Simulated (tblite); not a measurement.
# H6OPSi2: the cost of one run

Computed with tblite 0.8.0 and PySCF 2.14.0; each step states its level. No surroundings beyond the atoms listed, unless a continuum is named. Atoms count from 0, parts from 1.

### 1 Starting point

10 atoms, charge 0, multiplicity 2; geometry: distance geometry start.

### 2 Geometry optimisation with GFN2-xTB

Job settings and geometry (Å):

```
{"job": {"kind": "relax", "xc": "GFN2-xTB", "basis": "xTB"}, "charge": 0, "multiplicity": 2}
P      0.357372    -0.292299    -0.437397
O      1.733272    -0.913154    -1.245851
Si    -1.500716    -1.366842    -0.718043
Si     0.734622     0.527301     1.556134
H     -1.268227    -2.769103    -0.651146
H     -2.063068    -1.052737    -1.988597
H     -2.438227    -1.004025     0.304263
H     -0.483108     0.487737     2.303786
H      1.210771     1.843136     1.486533
H      1.656808    -0.302212     2.230544
```

Method: GFN2-xTB geometry optimisation, gas phase.

On the command line:

```sh
OMP_NUM_THREADS=1 python cluster_run.py task.json out
```

The driver reads the jobs from task.json and runs them one after another.

**Question.** How long does this first job take on 1 thread of AMD EPYC 7R43, shared host?

About 1.6 s.
